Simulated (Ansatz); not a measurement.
Run this with Ansatz 0.2.0 through its Python package and show what comes out.

`ch6gas.py`:
```python
"""One geometry of CH6GaS(-), method by method."""

import ansatz as az


def main() -> None:
    molecule = (
        az.Crystal.molecule()
        .atom("C", (1.4659, 0.2832, 0.3436))
        .atom("S", (0.5044, 0.7774, -1.118))
        .atom("Ga", (-1.408, -0.2263, -0.4132))
        .atom("H", (1.503, -0.8236, 0.419))
        .atom("H", (2.5004, 0.6709, 0.2444))
        .atom("H", (1.0095, 0.7086, 1.2616))
        .atom("H", (-1.1462, -1.8041, -0.225))
        .atom("H", (-2.5684, 0.001, -1.5064))
        .atom("H", (-1.8604, 0.4128, 0.994))
    )

    base = (
        molecule.calculation()
        .basis(gaussian="def2-SVP")
        .charge(-1)  # electrons removed from the neutral system
    )

    methods = ["mp2", "ccsd", "ccsd_t"]
    batch = az.Session.batch([base.correlation(m).input() for m in methods])
    reports = sorted(batch.plan().execute().molecular_reports, key=lambda each: each["member"])
    print(f"Hartree-Fock reference {reports[0]['reference_energy_ev'] / 27.211386246:.6f} Ha")
    best = reports[-1]["free_energy_ev"] - reports[-1]["reference_energy_ev"]
    for method, each in zip(methods, reports):
        gained = each["free_energy_ev"] - each["reference_energy_ev"]
        print(f"{method:8s} total {each['free_energy_ev'] / 27.211386246:.6f} Ha  correlation {gained:9.4f} eV  ({100 * gained / best:.1f} % of the last)")


if __name__ == "__main__":
    main()
```

```console
$ python ch6gas.py
Hartree-Fock reference -2361.765619 Ha
mp2      total -2362.286644 Ha  correlation  -14.1778 eV  (90.8 % of the last)
ccsd     total -2362.322982 Ha  correlation  -15.1666 eV  (97.1 % of the last)
ccsd_t   total -2362.339702 Ha  correlation  -15.6216 eV  (100.0 % of the last)
```

Total energies depend on the basis set; only differences at equal settings carry meaning. The geometry is a force-field or estimated start, not a minimum of this method, and the basis set is short of its limit. A lower total doesn't mark the better method: functionals have no common bound, and MP2 and coupled cluster aren't variational. Inner cores stay frozen; a filled d shell under the valence of the heavier atoms is correlated with it. Anions want diffuse functions, which this basis lacks.
